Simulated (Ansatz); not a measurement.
**ScCu: a trigonal deformation path**

The task here is to estimate one member of a computed series from the others.

Method: DFT r2SCAN, scalar-relativistic, plane waves, PAW, in Ansatz 0.2.0.

**The structure to begin with**

It takes space group Pm-3m (No. 221, cubic). Conventional cell: a = 3.256 Å, b = 3.256 Å, c = 3.256 Å, α = 90.00°, β = 90.00°, γ = 90.00°. Around Sc (site symmetry m-3m) lie 8 Cu at 2.82 Å. Around Cu (site symmetry m-3m) lie 8 Sc at 2.82 Å.

Coordinates:

```
CELL_PARAMETERS angstrom
3.25600 0.00000 0.00000
0.00000 3.25600 0.00000
0.00000 0.00000 3.25600
ATOMIC_POSITIONS crystal
Sc 0.50000 0.50000 0.50000
Cu 0.00000 0.00000 0.00000
```

No relaxation comes first: the listed cell is the starting point.

**The reference cell**

Reference values: F = -8772.3913 eV; pressure -1.65 GPa; largest force 0.000 eV/Å; gap on the mesh none (metal). It was computed beforehand with the settings of the runs below.

Set-up of the first run:

At fixed volume and fractional coordinates, lengths along (0.577, 0.577, 0.577) are scaled against those across it; ρ is that ratio over its starting value.

File input.yaml:

```yaml
crystal:
  lattice:
    - [3.418585782, -0.6837171564, -0.6837171564]
    - [-0.6837171564, 3.418585782, -0.6837171564]
    - [-0.6837171564, -0.6837171564, 3.418585782]
  atoms:
    - { symbol: Sc, position: [0.5, 0.5, 0.5] }
    - { symbol: Cu, position: [0.0, 0.0, 0.0] }
basis:
  ecutwfc: 500
kpoints:
  mp_grid: { grid: [16, 16, 16] }
hamiltonian:
  xc: r2scan
scf:
  occupations: { method: gaussian, width: 0.15 }
output:
  forces: true
  stress: true
  eigenvalues: true
```

Started as:

```console
$ ansatz run input.yaml --threads 1 --pin off --max-ram 2560MiB --backend cpu --events-out ev --progress --plain --runs-dir out
```

Among the steps run: Point ρ = 0.500; ρ = 2.000; Point ρ = 0.710; At ρ = 1.410; ρ = 0.600; At ρ = 0.850; At ρ = 1.200; ρ = 1.700; ρ = 0.930; At ρ = 1.080.

One of the session's tables, all rows but one given; the rest of the session is left out.

It belongs to the step «The scan collected». 

| ρ | ΔE (meV/atom) | pressure (GPa) |
| --- | --- | --- |
| 0.500 | 3606.9 | 56.4 |
| 0.600 | 1518.4 | 21.6 |
| 0.710 | 569.7 | 6.9 |
| 0.850 | 109.2 | 0.1 |
| 0.930 | 19.7 | -1.3 |
| 1.000 | 0.0 | -1.7 |
| 1.080 | 19.5 | -1.3 |
| 1.200 | ? | ? |
| 1.410 | 270.9 | 4.0 |
| 1.700 | 386.2 | 8.6 |
| 2.000 | 389.7 | 9.6 |

Estimate the missing values for ρ = 1.200.

Worked estimate for «ΔE (meV/atom)». A straight line through the neighbours (1.080, 19.5) and (1.410, 270.9) gives 19.5 + (270.9 − 19.5) × (1.200 − 1.080) / (1.410 − 1.080) = 110.9; a parabola fitted to 4 rows on both sides gives 131.7.

**Answer.** ΔE (meV/atom): 99.4; pressure (GPa): 0.2. In «ΔE (meV/atom)» the line misses by +11.5 and the parabola by +32.3.
